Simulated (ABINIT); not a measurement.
The system is Cd2S.

```xyz
3
Lattice="3.9627 0.0000 0.0000 -1.9813 3.4318 0.0000 0.0000 0.0000 5.8092" Properties=species:S:1:pos:R:3 pbc="T T T"
Cd    0.0000    2.2878    5.4183
Cd    1.9813    1.1439    3.3620
S     0.0000    2.2878    2.1245
```

The cell comes from a database or a generator and needn't be the stable form of this composition.

Base run:

- Program: ABINIT 10.8.3 (patched build)
- Functional: PBEsol
- Potentials or basis: JTH PAW PBE v2.0
- Cutoff: 599 eV
- k mesh: 8 × 8 × 5
- Occupations: fermi-dirac, width 0.05 eV
- Spin: no spin polarisation

Its results: band gap on the k mesh 0.23 eV, indirect (least direct gap 0.56 eV); pressure -3.0 GPa; largest force 0.135 eV/Å.

Q: The run is repeated on the same cell with these changes: functional from PBEsol to r2SCAN; cutoff from 599 eV to 707 eV; fine-grid cutoff from 1197.3 eV to 1306.15 eV. What comes out?

A: Band gap on the k mesh 0.30 eV, indirect (least direct gap 0.63 eV); pressure -2.0 GPa; largest force 0.028 eV/Å.

Caveats: the PAW data sets were made with another functional, which shifts forces and pressure a little.

A k mesh can miss the band edges.
